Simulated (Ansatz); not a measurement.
Run this with Ansatz's Python interface and show what comes out.

`scan.py`:
```python
"""Potential curve of CH4FOSi along one bond."""

import ansatz as az
from ase import Atoms
import numpy as np

SETTINGS = {
    "basis_set": "def2-SVP",
    "functional": "pbe0",
    "vdw": "d3bj",
}

atoms = Atoms(["C", "Si", "O", "F", "H", "H", "H", "H"], positions=[
    [-0.6451, 0.8229, -0.0184],
    [-0.229, -0.915, 0.1094],
    [1.1333, -1.1478, 0.9708],
    [0.1679, -1.4398, -1.3699],
    [0.1068, 1.4439, -0.5168],
    [-0.891, 1.3198, 0.9525],
    [-1.5694, 0.994, -0.6323],
    [2.0187, -1.135, 0.4489],
])
mol = az.Crystal.molecule_from_ase(atoms)

symbols = [site.symbol for site in mol.cartesian_sites]
start = np.array([site.position_ang for site in mol.cartesian_sites])
axis = (start[5] - start[0]) / np.linalg.norm(start[5] - start[0])
moving = [5]
lengths, energies = [0.984, 1.029, 1.073, 1.118, 1.163, 1.207, 1.252, 1.319], []
for length in lengths:
    xyz = start.copy()
    xyz[moving] += (length - np.linalg.norm(start[5] - start[0])) * axis
    point = az.Crystal.molecule()
    for symbol, place in zip(symbols, xyz):
        point = point.atom(symbol, place.tolist())
    calculation = (
        point.calculation()
        .basis(gaussian=SETTINGS["basis_set"])
        .functional(SETTINGS["functional"], dispersion=SETTINGS["vdw"])
        .spin("collinear", total=1)
    )
    r = calculation.run().report
    energies.append(r["free_energy_ev"])
    print(f"r = {length:6.3f} A  E = {energies[-1]:.5f} eV  <S^2> = {abs(r['mean_field']['state']['spin_squared']):.3f}")

# quartic fit about the minimum
fit = np.polynomial.Polynomial.fit(lengths, np.array(energies) - min(energies), 4).convert()
roots = [r.real for r in fit.deriv().roots() if abs(r.imag) < 1e-9 and fit.deriv(2)(r.real) > 0]
r_e = min(roots, key=lambda r: abs(r - lengths[int(np.argmin(energies))]))
print(f"minimum of the fit at {r_e:.4f} A, force constant {fit.deriv(2)(r_e):.2f} eV/A^2")
```

Running `python scan.py` prints:
```text
r =  0.984 A  E = -13728.48189 eV  <S^2> = 0.751
r =  1.029 A  E = -13728.67305 eV  <S^2> = 0.751
r =  1.073 A  E = -13728.76020 eV  <S^2> = 0.751
r =  1.118 A  E = -13728.76975 eV  <S^2> = 0.751
r =  1.163 A  E = -13728.71692 eV  <S^2> = 0.751
r =  1.207 A  E = -13728.61888 eV  <S^2> = 0.751
r =  1.252 A  E = -13728.48252 eV  <S^2> = 0.751
r =  1.319 A  E = -13728.23139 eV  <S^2> = 0.751
minimum of the fit at 1.1012 A, force constant 34.04 eV/A^2
```

Notes:
- Total energies depend on the basis set; only differences at equal settings carry meaning.
- The rest of the molecule is held rigid at a force-field or estimated start geometry, and the basis set is modest; single-reference methods fail as a bond breaks.
- The run takes the species as open-shell (spin multiplicity 2), which needn't be its ground state.
- It ran for 11 s on 1 thread of AMD EPYC 9B45 (Zen 5), with other jobs on the host, peak memory 0.27 GiB.
